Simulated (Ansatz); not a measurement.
This script for the Ansatz DFT code, driven from Python starts 8 runs on C3H6Si, SMILES C#C[SiH2]C. What input does the engine get in each?

The script, `run_scan.py`:
```python
'''Stretching a bond of C3H6Si, the rest held rigid.'''

import warnings

import ansatz as az
import numpy as np

GEOMETRY = '''
C    -1.44970    1.19120   -1.82180
C    -0.62440    0.86350   -1.10260
Si    0.71570    0.29070    0.02660
C     0.27430   -1.08990    1.12850
H    -2.27350    1.55880   -2.50180
H     1.20190    1.44050    0.88210
H     1.94080   -0.15040   -0.76310
H     1.04960   -1.40760    1.78490
H    -0.63820   -0.78290    1.80470
H    -0.11340   -1.96510    0.56540
'''

warnings.simplefilter('ignore', az.DeckWarning)

mol = az.Crystal.molecule()
for line in GEOMETRY.strip().splitlines():
    symbol, *xyz = line.split()
    mol = mol.atom(symbol, [float(v) for v in xyz])

symbols = [site.symbol for site in mol.cartesian_sites]
start = np.array([site.position_ang for site in mol.cartesian_sites])
axis = (start[5] - start[2]) / np.linalg.norm(start[5] - start[2])
moving = [5]
lengths, energies = [1.332, 1.392, 1.453, 1.513, 1.574, 1.634, 1.695, 1.786], []
for length in lengths:
    xyz = start.copy()
    xyz[moving] += (length - np.linalg.norm(start[5] - start[2])) * axis
    point = az.Crystal.molecule()
    for symbol, place in zip(symbols, xyz):
        point = point.atom(symbol, place.tolist())
    setup = (
        point.calculation()
        .basis(gaussian='cc-pVDZ')
        .functional('pbe0', dispersion='d3bj')
    )
    summary = setup.run().report
    energies.append(summary['free_energy_ev'])
    print(f'r = {length:6.3f} A  E = {energies[-1]:.5f} eV  <S^2> = {abs(summary["mean_field"]["state"]["spin_squared"]):.3f}')

# quartic fit about the minimum
fit = np.polynomial.Polynomial.fit(lengths, np.array(energies) - min(energies), 4).convert()
roots = [r.real for r in fit.deriv().roots() if abs(r.imag) < 1e-9 and fit.deriv(2)(r.real) > 0]
r_e = min(roots, key=lambda r: abs(r - lengths[int(np.argmin(energies))]))
print(f'minimum of the fit at {r_e:.4f} A, force constant {fit.deriv(2)(r_e):.2f} eV/A^2')
```

Run 1:
```yaml
crystal:
  periodic: [false, false, false]
  atoms:
    - { symbol: C, position_ang: [-1.4497, 1.1912, -1.8218] }
    - { symbol: C, position_ang: [-0.6244, 0.8635, -1.1026] }
    - { symbol: Si, position_ang: [0.7157, 0.2907, 0.0266] }
    - { symbol: C, position_ang: [0.2743, -1.0899, 1.1285] }
    - { symbol: H, position_ang: [-2.2735, 1.5588, -2.5018] }
    - { symbol: H, position_ang: [1.143629252850948, 1.3026972335006581, 0.7795688930768944] }
    - { symbol: H, position_ang: [1.9408, -0.1504, -0.7631] }
    - { symbol: H, position_ang: [1.0496, -1.4076, 1.7849] }
    - { symbol: H, position_ang: [-0.6382, -0.7829, 1.8047] }
    - { symbol: H, position_ang: [-0.1134, -1.9651, 0.5654] }
basis:
  gaussian:
    orbitals: cc-pVDZ
hamiltonian:
  xc: pbe0
  dispersion: d3bj
```

Run 2, against run 1:
```diff
-    - { symbol: H, position_ang: [1.143629252850948, 1.3026972335006581, 0.7795688930768944] }
+    - { symbol: H, position_ang: [1.1629053453217113, 1.3482826944691562, 0.8134864107830607] }
```

Run 3, against run 1:
```diff
-    - { symbol: H, position_ang: [1.143629252850948, 1.3026972335006581, 0.7795688930768944] }
+    - { symbol: H, position_ang: [1.1825027060003208, 1.3946279131204626, 0.8479692204509967] }
```

Run 4, against run 1:
```diff
-    - { symbol: H, position_ang: [1.143629252850948, 1.3026972335006581, 0.7795688930768944] }
+    - { symbol: H, position_ang: [1.2017787984710844, 1.4402133740889607, 0.8818867381571629] }
```

Run 5, against run 1:
```diff
-    - { symbol: H, position_ang: [1.143629252850948, 1.3026972335006581, 0.7795688930768944] }
+    - { symbol: H, position_ang: [1.2213761591496939, 1.4865585927402671, 0.9163695478250989] }
```

Run 6, against run 1:
```diff
-    - { symbol: H, position_ang: [1.143629252850948, 1.3026972335006581, 0.7795688930768944] }
+    - { symbol: H, position_ang: [1.2406522516204572, 1.5321440537087652, 0.9502870655312652] }
```

Run 7, against run 1:
```diff
-    - { symbol: H, position_ang: [1.143629252850948, 1.3026972335006581, 0.7795688930768944] }
+    - { symbol: H, position_ang: [1.2602496122990667, 1.5784892723600719, 0.9847698751992011] }
```

Run 8, against run 1:
```diff
-    - { symbol: H, position_ang: [1.143629252850948, 1.3026972335006581, 0.7795688930768944] }
+    - { symbol: H, position_ang: [1.2894850192130578, 1.6476272214956271, 1.0362114437202201] }
```

```console
$ python run_scan.py
r =  1.332 A  E = -11076.71331 eV  <S^2> = 0.000
r =  1.392 A  E = -11076.90950 eV  <S^2> = 0.000
r =  1.453 A  E = -11077.00847 eV  <S^2> = 0.000
r =  1.513 A  E = -11077.02838 eV  <S^2> = 0.000
r =  1.574 A  E = -11076.98750 eV  <S^2> = 0.000
r =  1.634 A  E = -11076.90120 eV  <S^2> = 0.000
r =  1.695 A  E = -11076.77846 eV  <S^2> = 0.000
r =  1.786 A  E = -11076.55133 eV  <S^2> = 0.000
minimum of the fit at 1.5006 A, force constant 17.54 eV/A^2
```

Caveats:
- The settings weren't tested for convergence.
- The rest of the molecule is held rigid at a force-field or estimated start geometry, and the basis set is modest; single-reference methods fail as a bond breaks.
- The orbitals are restricted, so S² is zero by construction.
- Finished in 21 s on 1 thread of Arm Neoverse V1, with other jobs on the host, peak memory 0.23 GiB.
